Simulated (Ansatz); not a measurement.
# CH₇MoN₃O: up Jacob's ladder to CCSD(T)

One table from this session's results is given with a row withheld; the runs are named, their logs left out.

The runs use Ansatz 0.2.0, Gaussian basis; functionals in def2-TZVPP, the program's frozen cores in correlated methods.

Levels to be run: LDA (SPW92), PBE-D4, revPBE-D4, BLYP-D4, r2SCAN-D4, B97M-V, PBE0-D4, B3LYP-D4, r2SCANh-D4, r2SCAN0-D4, HSE06-D4, BHLYP-D4, CAM-B3LYP-D4, LC-ωPBE, ωB97X-V, ωB97M-V, B2PLYP, PBE-QIDH; CCSD(T)/def2-SVP; MP2/def2-TZVPP; MP2/def2-QZVPP; RPA on PBE.

## The geometry

The geometry comes from an earlier relaxation with PBE0-D4 in a triple-zeta def2 set; it is a stationary point, not always the lowest conformer. Mo takes the def2 core potential; no spin-orbit term is included.

SMILES `C[N]=[Mo]([NH2])([NH2])=[O]`, 13 atoms, charge 0, spin multiplicity 1.

Atoms are counted from 1 here; the program's logs count them from 0.

Bond lengths: C1–N2 1.420 Å, C1–H7 1.096 Å, C1–H8 1.096 Å, C1–H9 1.096 Å, N2–Mo3 1.732 Å, Mo3–N4 1.944 Å, Mo3–N5 1.944 Å, Mo3–O6 1.690 Å, N4–H10 1.009 Å, N4–H11 1.007 Å, N5–H12 1.007 Å, N5–H13 1.009 Å. Angles: N2–C1–H7 110.0°, N2–C1–H8 110.0°, N2–C1–H9 112.3°, H7–C1–H8 107.4°, H7–C1–H9 108.6°, H8–C1–H9 108.6°, C1–N2–Mo3 151.0°, N2–Mo3–N4 105.6°, N2–Mo3–N5 105.6°, N2–Mo3–O6 113.4°, N4–Mo3–N5 112.6°, N4–Mo3–O6 109.8°, N5–Mo3–O6 109.7°, Mo3–N4–H10 122.9°, Mo3–N4–H11 125.2°, H10–N4–H11 111.5°, Mo3–N5–H12 125.2°, Mo3–N5–H13 122.8° and more.

The first run:

File in.yaml:

```yaml
crystal:
  periodic: [false, false, false]
  atoms:
    - {symbol: C, position_ang: [-1.228623, -1.634715, -1.125634]}
    - {symbol: N, position_ang: [-0.316265, -0.765917, -0.469513]}
    - {symbol: Mo, position_ang: [0.033892, 0.703188, 0.378856]}
    - {symbol: N, position_ang: [0.737089, 0.155275, 2.106626]}
    - {symbol: N, position_ang: [1.353780, 1.632070, -0.705196]}
    - {symbol: O, position_ang: [-1.319744, 1.690081, 0.600188]}
    - {symbol: H, position_ang: [-1.245380, -2.608136, -0.622948]}
    - {symbol: H, position_ang: [-0.906084, -1.804723, -2.158875]}
    - {symbol: H, position_ang: [-2.247538, -1.232307, -1.140172]}
    - {symbol: H, position_ang: [0.729523, 0.756831, 2.916232]}
    - {symbol: H, position_ang: [1.042969, -0.774909, 2.340229]}
    - {symbol: H, position_ang: [1.877386, 1.221670, -1.460691]}
    - {symbol: H, position_ang: [1.509497, 2.626792, -0.644302]}
basis:
  gaussian: {orbitals: def2-TZVPP}
hamiltonian: {xc: lda}
output: {orbitals: {seedname: orbitals}}
```

The run is started by

```bash
$ ansatz run in.yaml --threads 4 --pin off --events-out ev --progress --plain --max-ram 11315MiB
```

Among the steps run: LDA; PBE-D4 (GGA); revPBE-D4 (GGA); BLYP-D4 (GGA); r2SCAN-D4 (meta-GGA); B97M-V (meta-GGA); PBE0-D4 (hybrid); B3LYP-D4 (hybrid); r2SCANh-D4 (hybrid); r2SCAN0-D4 (hybrid); HSE06-D4 (hybrid); BHLYP-D4 (hybrid); CAM-B3LYP-D4 (range-separated); LC-ωPBE (range-separated); ωB97X-V (range-separated); ωB97M-V (range-separated); B2PLYP (double hybrid); PBE-QIDH (double hybrid).

One table of the session follows, with a row left open; its other results are not shown here.

It belongs to the step «Orbital energies across the functionals». 

| functional | HOMO (eV) | gap (eV) |
| --- | --- | --- |
| LDA (SPW92) | -5.85 | 3.87 |
| PBE-D4 | -5.66 | 3.85 |
| revPBE-D4 | -5.59 | 3.85 |
| BLYP-D4 | -5.54 | 3.83 |
| r2SCAN-D4 | -5.95 | 4.22 |
| B97M-V | -6.00 | 4.32 |
| PBE0-D4 | -6.99 | 5.98 |
| B3LYP-D4 | -6.76 | 5.52 |
| r2SCANh-D4 | -6.44 | 5.02 |
| r2SCAN0-D4 | -7.20 | 6.23 |
| HSE06-D4 | -6.59 | 5.20 |
| BHLYP-D4 | -8.23 | 8.14 |
| CAM-B3LYP-D4 | -8.35 | 8.42 |
| LC-ωPBE | -9.69 | 10.89 |
| ωB97X-V | ? | ? |
| ωB97M-V | -9.22 | 10.30 |

Estimate the missing values for ωB97X-V.

**Answer.** HOMO (eV): -9.31; gap (eV): 10.44. In the column «HOMO (eV)» it lies between LC-ωPBE (-9.69) and ωB97M-V (-9.22).
